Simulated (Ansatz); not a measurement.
This script drives the Ansatz DFT code, driven from Python.

`formation_znse.py`
```python
"""Is ZnSe bound against its elements, after relaxing cells and atoms."""

from collections import Counter

import ansatz
import numpy as np

FUNCTIONAL = "r2SCAN"
K_SPACING = 0.15
OCCUPATIONS = "fermi_dirac"
SMEARING_WIDTH = 0.02

PHASES = {
    "ZnSe": (
        [(0.0, 2.8338, 2.8338), (2.8338, 0.0, 2.8338), (2.8338, 2.8338, 0.0)],
        [
            ("Zn", (0.0, 0.0, 0.0)),
            ("Se", (0.25, 0.25, 0.25)),
        ],
    ),
    "Zn": (
        [(2.67, 0.0, 0.0), (-1.335, 2.31228783, 0.0), (0.0, 0.0, 4.966)],
        [
            ("Zn", (1 / 3, 2 / 3, 0.25)),
            ("Zn", (2 / 3, 1 / 3, 0.75)),
        ],
    ),
    "Se": (
        [(4.3662, 0.0, 0.0), (-2.1831, 3.78124012, 0.0), (0.0, 0.0, 4.9536)],
        [
            ("Se", (0.2254, 0.0, 1 / 3)),
            ("Se", (0.0, 0.2254, 2 / 3)),
            ("Se", (0.7746, 0.7746, 0.0)),
        ],
    ),
}


def build(vectors, sites):
    crystal = ansatz.Crystal(lattice=ansatz.Lattice.of(vectors))
    for symbol, position in sites:
        crystal = crystal.atom(symbol, position)
    return crystal


def ground_state(name, crystal):
    calc = (
        crystal.calculation()
        .basis(37 * ansatz.Ry)
        .functional(FUNCTIONAL)
        .kpoints(spacing=K_SPACING)
        .occupations(OCCUPATIONS, width=SMEARING_WIDTH)
        .stress()
    )
    calc = calc.relax(force_tolerance=0.02, cell=True)
    return calc.run(threads=1, backend="cpu")


def counts(outcome):
    return Counter(site.symbol for site in outcome.lattice.sites)

def formation_energy(outcome, mu):
    n = counts(outcome)
    return (outcome.report["energy_sigma0_ev"] - sum(k * mu[element] for element, k in n.items())) / sum(n.values())


def volume_per_atom(outcome):
    return abs(np.linalg.det(outcome.lattice.cell_ang)) / len(outcome.lattice.sites)

phases = {name: build(*cell) for name, cell in PHASES.items()}

done = {}
for name, crystal in phases.items():
    done[name] = ground_state(name, crystal)
    print(f"{name}: {done[name].report['energy_sigma0_ev']:.4f} eV, {len(done[name].lattice.sites)} atoms")

# energy of one atom in its reference phase
references = {"Zn": "Zn", "Se": "Se"}
mu = {element: done[name].report["energy_sigma0_ev"] / len(done[name].lattice.sites) for element, name in references.items()}

target = done["ZnSe"]
heat = formation_energy(target, mu)
for element, value in mu.items():
    print(f"mu({element}) = {value:.4f} eV from {references[element]}, {volume_per_atom(done[references[element]]):.2f} A^3/atom")
print(f"formation energy of ZnSe: {heat:.4f} eV/atom = {96.4853 * heat:.1f} kJ/mol of atoms")
```

It is started by `python formation_znse.py`. How long does it take on 1 thread of Arm Neoverse V2, with other jobs on the host, and how much memory does it need?

It took about 8.5 min, with a peak of 0.83 GiB, for 3 runs of the engine.

`python formation_znse.py` gives:
```text
ZnSe: -8805.4992 eV, 2 atoms
Zn: -6651.3420 eV, 2 atoms
Se: -16434.3800 eV, 3 atoms
mu(Zn) = -3325.6710 eV from Zn, 14.29 A^3/atom
mu(Se) = -5478.1267 eV from Se, 29.24 A^3/atom
formation energy of ZnSe: -0.8507 eV/atom = -82.1 kJ/mol of atoms
```

The formation energy is -0.851 eV an atom (-82.1 kJ per mole of atoms), so ZnSe lies below the reference phases. Other compounds of these elements, not run here, can lie lower still.

Caveats:
- Absolute energies stand on the zero of these potentials, so only differences at equal settings mean something.
- The cells come from databases of deposited and of computed structures, and not all need be stable phases.
- The compound is the structure given, not necessarily its lowest; energies are at zero temperature, with no correction for gases. A semilocal functional's error on such energies is often 0.05 to 0.1 eV an atom, and 0.1 to 0.3 eV against gases such as O2 or F2.
